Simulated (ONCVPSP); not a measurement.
**An ONCV potential for Hg, from input to tests**

Do these settings give a usable potential? It is generated, then checked for transferability, scattering, ghosts and hardness.

Program: ONCVPSP 4.0.1.1 (patched build). Reference atom: PBE, scalar-relativistic, spherical and spin-unpolarised. All values are calculated.

### Step 1. The design

Typed settings, in words:

```
element                 : mercury (Hg, Z = 80)
type                    : optimised norm-conserving Vanderbilt (ONCV)
frozen core             : [Xe]
valence charge          : 26
reference configuration : 4f14 5d10 6s1 6p1
partial waves           : 6s: rc 1.90 bohr, ncon 4, nbas 7, qcut 3.2 1/bohr, 1 projector; 6p: rc 2.95 bohr, ncon 3, nbas 6, qcut 2.9 1/bohr, 2 projectors, debl 1.6 Ha; 5d: rc 1.60 bohr, ncon 4, nbas 8, qcut 9.6 1/bohr, 3 projectors, debl 0.6 Ha; 4f: rc 0.95 bohr, ncon 4, nbas 9, qcut 14.7 1/bohr, 2 projectors, debl 0.7 Ha
local potential         : polynomial inside 0.90 bohr (lpopt 3, dvloc0 0 Ha)
core correction         : Teter function, fcfact 4.75, rcfact 1.1
```

The outer shells as boxes (Hund's rule for the drawing; the calculation is spin-unpolarised):

```
[Xe] core
4f [↑↓][↑↓][↑↓][↑↓][↑↓][↑↓][↑↓]
5d [↑↓][↑↓][↑↓][↑↓][↑↓]
6s [↑ ]
6p [↑ ][  ][  ]
```

An earlier all-electron run gives the scale for the radii.

All-electron outer shells of the reference configuration (PBE, scalar-relativistic, ld1.x):

```tsv
shell	level (eV)	outermost node (bohr)	outermost maximum (bohr)
5s	-120.44	0.47	0.82
4f	-98.13	–	0.37
5p	-68.79	0.51	0.93
5d	-12.03	0.55	1.17
6s	-8.39	1.08	2.18
6p	-2.08	1.27	3.14
```

### Step 2. Generating the potential

Hg.dat

```
# ATOM AND REFERENCE CONFIGURATION
# atsym  z   nc   nv     iexc    psfile
  Hg 80.00   11    4        4      upf
#
#   n    l    f
    1    0    2.00
    2    0    2.00
    2    1    6.00
    3    0    2.00
    3    1    6.00
    3    2   10.00
    4    0    2.00
    4    1    6.00
    4    2   10.00
    5    0    2.00
    5    1    6.00
    4    3   14.00
    5    2   10.00
    6    0    1.00
    6    1    1.00
#
# PSEUDOPOTENTIAL AND OPTIMIZATION
# lmax
    3
#
#   l,   rc,      ep,       ncon, nbas, qcut
    0    1.90    0.00    4    7    3.20
    1    2.95    0.00    3    6    2.90
    2    1.60    0.00    4    8    9.60
    3    0.95    0.00    4    9   14.70
#
# LOCAL POTENTIAL
# lloc, lpopt,  rc(5),   dvloc0
    4    3    0.90    0.00
#
# VANDERBILT-KLEINMAN-BYLANDER PROJECTORs
# l, nproj, debl
    0    1    2.90
    1    2    1.60
    2    3    0.60
    3    2    0.70
#
# MODEL CORE CHARGE
# icmod, fcfact, rcfact
    3    4.75    1.10
#
# LOG DERIVATIVE ANALYSIS
# epsh1, epsh2, depsh
   -5.00    5.00    0.04
#
# OUTPUT GRID
# rlmax, drl
    6.00    0.01
#
# TEST CONFIGURATIONS
# ncnf
    4
# nvcnf
#   n    l    f
    4
    4    3   14.00
    5    2   10.00
    6    0    2.00
    6    1    0.00
#
    4
    4    3   14.00
    5    2   10.00
    6    0    1.00
    6    1    0.00
#
    4
    4    3   14.00
    5    2   10.00
    6    0    0.00
    6    1    0.00
#
    4
    4    3   14.00
    5    2    9.00
    6    0    0.00
    6    1    0.00
#
```

On the command line:

```console
$ oncvpsp.x < Hg.dat > Hg.out
```

What does the calculation give? Wanted: cutoffs for 1 and 0.1 mHa per electron, occupied waves; bound ghosts; GHOST(+) flags; largest test error; largest phase difference near zero energy, channels read; rms error of d²Exc/dn², without and with the model core; projector energies reset by the program.

As calculated:

| quantity | value |
| --- | --- |
| cutoffs for 1 and 0.1 mHa per electron, occupied waves | 359 Ha and 464 Ha |
| bound ghosts | s at -385.12 eV, p at -135.30 eV |
| GHOST(+) flags | s at -1 eV |
| largest test error (AE − PS) | +6.7 meV, for 4f14 5d10 6s2 6p0 (3 tests unsolved) |
| largest phase difference near zero energy, channels read | 3.065 rad |
| rms error of d²Exc/dn², without and with the model core | 6.41 and 4.88 mHa |
| projector energies reset by the program | f: -3.606, 0.250 Ha |

In words: A bound ghost (s, p) makes it unfit for use: electrons can fall into a state that the atom doesn't have. By total energies transferability is good where solved: the largest error is 6.7 meV on 6.0 eV, for 4f14 5d10 6s2 6p0. Atomic tests can pass in spite of a ghost, since they solve only for the levels asked. Of the tests 3 gave no usable energy difference, which is a warning in itself. The potential is very hard: the looser tolerance needs 359 Ha. At the looser tolerance the 4f wave is the slowest; 5d needs 23 Ha. Of the channels read, s scatters worst near zero energy, by up to 3.07 rad. A step near π is an extra or missing state, not a misfit of shape. The pseudo curves have a pole with no partner nearby in the atom's: s at -0.03 Ha. The program also flags highly localised states, GHOST(+) (s). Note that the frozen 5p shell (-69 eV) lies higher than the valence 4f shell (-98 eV).
